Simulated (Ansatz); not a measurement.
**GeH4S (built from SMILES S.[GeH2]): one structure at several levels**

An exercise on one series of results from a longer session: the logs are not shown, and one member is left open.

The runs use Ansatz 0.2.0, Gaussian basis; single points in def2-TZVPP.

Cores are frozen in the correlated methods. Filled d shells of the heavier atoms are correlated.

## Where the work starts

6 atoms, charge 0, spin multiplicity 1.

Atoms are counted from 1 here; the program's logs count them from 0.

Bond lengths: Ge1–H2 1.699 Å, Ge1–H4 1.819 Å, Ge1–H5 1.650 Å, S3–H6 1.289 Å. Angles: H2–Ge1–H4 40.4°, H2–Ge1–H5 81.7°, H4–Ge1–H5 85.4°.

Geometry (Å):

```xyz
6
charge 0, multiplicity 1
Ge   -0.2842   -0.7071   -1.2077
H     0.2819    0.5689   -0.2396
S     1.3992   -0.1633    0.9526
H    -0.2877    1.1114   -1.1713
H    -1.5730   -0.5966   -0.1837
H     0.4750   -0.1870    1.8508
```

The first run:

Input file run/in.yaml:

```yaml
crystal:
  periodic: [false, false, false]
  atoms:
    - {symbol: Ge, position_ang: [-0.284200, -0.707100, -1.207700]}
    - {symbol: H, position_ang: [0.281900, 0.568900, -0.239600]}
    - {symbol: S, position_ang: [1.399200, -0.163300, 0.952600]}
    - {symbol: H, position_ang: [-0.287700, 1.111400, -1.171300]}
    - {symbol: H, position_ang: [-1.573000, -0.596600, -0.183700]}
    - {symbol: H, position_ang: [0.475000, -0.187000, 1.850800]}
basis:
  gaussian: {orbitals: def2-TZVPP}
correlation: {method: ccsd_t}
output: {forces: true}
```

The command line of these runs was not kept.

Steps of the session up to this table: CCSD(T)/def2-TZVPP; PBE0-D4/def2-TZVPP; wB97M-V/def2-TZVPP; r2SCAN-D4/def2-TZVPP; PBE-D4/def2-TZVPP; HSE06-D4/def2-TZVPP; CAM-B3LYP-D4/def2-TZVPP.

One of the session's tables, all rows but one given; the rest of the session is left out.

| method | RMS force component (eV/Å) | angle to CCSD(T) forces (°) | dipole (D) |
| --- | --- | --- | --- |
| CCSD(T) | 0.961 | reference | 0.90 |
| PBE0-D4 | 0.982 | 4.2 | 0.99 |
| wB97M-V | 0.996 | 2.9 | 1.01 |
| r2SCAN-D4 | 0.959 | 3.7 | 0.90 |
| PBE-D4 | 0.971 | 12.5 | 0.83 |
| HSE06-D4 | 0.980 | 4.4 | 0.98 |
| CAM-B3LYP-D4 | ? | ? | ? |

Q: Estimate the row for CAM-B3LYP-D4 from the others.

As computed: RMS force component (eV/Å): 0.974; angle to CCSD(T) forces (°): 2.8; dipole (D): 1.04. In the column «RMS force component (eV/Å)» it lies between PBE-D4 (0.971) and HSE06-D4 (0.980).
